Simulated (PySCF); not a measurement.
# C3H5AlO2: geometry, spin-spin couplings

Wanted: the spin-spin couplings of C3H5AlO2 (`C1=C[O][AlH2-][O+]=C1`), by calculation.

Programs: PySCF 2.14.0, with density-fitted response routines of our own. Each step states its level of theory. These are calculated values for one molecule in the gas phase, unless marked as measured. Atoms count from 0, in the outputs and in this text.

## 1. Starting geometry

11 atoms, charge 0, multiplicity 1; geometry from: GFN2-xTB. The atoms were then displaced at random by about 0.01 Å, so the start is not that level's minimum.

Bonds of the start (Å): C0–C1 1.37, C1–O2 1.28, O2–Al3 1.78, Al3–O4 1.80, O4–C5 1.27, C5–C0 1.43, C0–H6 1.07, C1–H7 1.11, Al3–H8 1.53, Al3–H9 1.57, C5–H10 1.09.

## 2. Geometry optimisation at PBE0-D3(BJ)/def2-SVP

Job settings and geometry (Å):

```
{"job": {"xc": "PBE0", "basis": "def2-SVP", "d3": "d3bj", "grid": 1, "shake": 0.01, "kind": "geom"}, "charge": 0, "multiplicity": 1}
C      1.387190     0.390560     0.007040
C      1.032800    -0.919020     0.225040
O     -0.162890    -1.367550     0.231210
Al    -1.714470    -0.531120    -0.013430
O     -0.880770     1.046690    -0.255980
C      0.349440     1.343060    -0.227000
H      2.404960     0.727980     0.006310
H      1.862220    -1.630190     0.402260
H     -2.343760    -0.976130    -1.338620
H     -2.510280    -0.495600     1.338460
H      0.613670     2.385480    -0.390950
```

Started as:

```console
> OMP_NUM_THREADS=1 python probes_run.py task.json out
```

One launch serves the whole session: the jobs run in the order shown.

**Question.** This job is followed by: B3LYP/6-31G* indirect spin-spin coupling, non-relativistic, gas phase. Predict these results of the whole session: point group; rotational constants (main isotopes); largest coupling of the table (B3LYP/6-31G*).

As calculated:

| quantity | value |
| --- | --- |
| point group | C2v |
| rotational constants (main isotopes) | 4.69, 3.33, 2.01 GHz |
| largest coupling of the table (B3LYP/6-31G*) | 1J(Al,H) Al3–H8, 257.1 Hz |

**Reading.** The optimisation took 11 steps and gained 0.204 eV; among the close pairs (by a distance rule), O2–Al3 changed most, from 1.780 to 1.872 Å. In the run at B3LYP/6-31G*, the largest coupling of the table is Al3–H8 (mean over like pairs), 257.1 Hz, of which the Fermi-contact term gives 258.0 Hz. Couplings across rotatable bonds belong to this one conformer; where others are populated, the observed values are averages. Couplings from bases without tight functions are rough.
